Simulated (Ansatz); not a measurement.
**FH₃NNbO₂: a ladder of functionals and wavefunction methods**

The task here is to estimate one member of a computed series from the others.

The runs use Ansatz 0.2.0, Gaussian basis; functionals in def2-TZVPP, the program's frozen cores in correlated methods.

Levels to be run: LDA (SPW92), PBE-D4, revPBE-D4, BLYP-D4, r2SCAN-D4, B97M-V, PBE0-D4, B3LYP-D4, r2SCANh-D4, r2SCAN0-D4, HSE06-D4, BHLYP-D4, CAM-B3LYP-D4, LC-ωPBE, ωB97X-V, ωB97M-V, B2PLYP, PBE-QIDH; CCSD(T)/def2-SVP; CCSD(T)/def2-TZVPP; MP2/def2-QZVPP; extrapolation to the limit; RPA on PBE.

## Structure used throughout

The geometry comes from an earlier relaxation with PBE0-D4 in a triple-zeta def2 set; it is a stationary point, not always the lowest conformer. Nb takes the def2 core potential; no spin-orbit term is included.

SMILES `[NH2][Nb](=[O])([OH])[F]`, 8 atoms, charge 0, spin multiplicity 1.

Atoms are counted from 1 here; the program's logs count them from 0.

Bond lengths: N1–Nb2 1.962 Å, N1–H6 1.009 Å, N1–H7 1.011 Å, Nb2–O3 1.692 Å, Nb2–O4 1.897 Å, Nb2–F5 1.883 Å, O4–H8 0.958 Å. Angles: Nb2–N1–H6 124.7°, Nb2–N1–H7 124.7°, H6–N1–H7 110.6°, N1–Nb2–O3 105.0°, N1–Nb2–O4 110.1°, N1–Nb2–F5 110.7°, O3–Nb2–O4 111.3°, O3–Nb2–F5 110.6°, O4–Nb2–F5 109.2°, Nb2–O4–H8 130.8°.

The first run:

in.yaml reads:

```yaml
crystal:
  periodic: [false, false, false]
  atoms:
    - {symbol: N, position_ang: [-0.480867, 1.359975, 0.259304]}
    - {symbol: Nb, position_ang: [0.525917, -0.310536, 0.049883]}
    - {symbol: O, position_ang: [0.701048, -0.915629, 1.620666]}
    - {symbol: O, position_ang: [-0.439335, -1.518726, -1.049596]}
    - {symbol: F, position_ang: [2.209805, 0.020284, -0.725137]}
    - {symbol: H, position_ang: [-0.758372, 1.756446, 1.144729]}
    - {symbol: H, position_ang: [-0.831838, 1.919491, -0.505612]}
    - {symbol: H, position_ang: [-0.834158, -2.368404, -0.850136]}
basis:
  gaussian: {orbitals: def2-TZVPP}
hamiltonian: {xc: lda}
output: {orbitals: {seedname: orbitals}}
```

Steps of the session up to this table: LDA; PBE-D4 (GGA); revPBE-D4 (GGA); BLYP-D4 (GGA); r2SCAN-D4 (meta-GGA); B97M-V (meta-GGA); PBE0-D4 (hybrid); B3LYP-D4 (hybrid); r2SCANh-D4 (hybrid); r2SCAN0-D4 (hybrid); HSE06-D4 (hybrid); BHLYP-D4 (hybrid); CAM-B3LYP-D4 (range-separated); LC-ωPBE-D4 (range-separated; the results give it without D4); ωB97X-V (range-separated); ωB97M-V (range-separated); B2PLYP (double hybrid); PBE-QIDH (double hybrid).

One table of the session follows, with a row left open; its other results are not shown here.

It belongs to the step «Orbital energies across the functionals». 

```
  functional  HOMO (eV)  gap (eV)
 LDA (SPW92)      -7.07      4.80
      PBE-D4      -6.83      4.81
   revPBE-D4      -6.74      4.82
     BLYP-D4      -6.72      4.78
   r2SCAN-D4      -7.16      5.27
      B97M-V          ?         ?
     PBE0-D4      -8.30      7.13
    B3LYP-D4      -8.06      6.63
  r2SCANh-D4      -7.71      6.14
  r2SCAN0-D4      -8.53      7.45
    HSE06-D4      -7.89      6.34
    BHLYP-D4      -9.68      9.48
CAM-B3LYP-D4      -9.75      9.70
     LC-ωPBE     -11.13     12.33
     ωB97X-V     -10.74     11.83
     ωB97M-V     -10.65     11.33
```

Q: Estimate the row for B97M-V from the others.

The run gave: HOMO (eV): -7.20; gap (eV): 5.37. In the column «HOMO (eV)» it lies between r2SCANh-D4 (-7.71) and r2SCAN-D4 (-7.16).
